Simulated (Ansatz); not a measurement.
## AlSn in Ansatz: the effect of functional

AlSn:

```
Sn Al
1.0
     4.22591    0.00000    0.00000
    -2.11295    3.65974    0.00000
     0.00000    0.00000    3.32875
Sn Al
1 1
Cartesian
  0.0000 2.4398 1.6644
  0.0000 0.0000 0.0000
```

The cell comes from a database or a generator and needn't be the stable form of this composition.

The cell isn't the ideal one: volume scaled by 1.02.

Alike in all runs:

- Program: Ansatz 0.2.0
- Task: single point
- Potentials or basis: Ansatz PAW
- k mesh: 7 × 7 × 8
- Occupations: fermi-dirac, width 0.05 eV
- Spin: no spin polarisation

```csv
functional,cutoff,pressure (GPa)
LDA,420 eV (not typed: the program's choice for these potentials),-3.9
PBEsol,420 eV (not typed: the program's choice for these potentials),?
r2SCAN,500 eV (not typed: the program's choice for these potentials),-2.1
```

What does the run with functional PBEsol give?

Pressure -2.7 GPa.

Caveats: the PAW data sets come from PBE, with cores solved anew for the run's functional, which leaves a small shift of forces and pressure.

Runs at the PBE level aren't shown here.
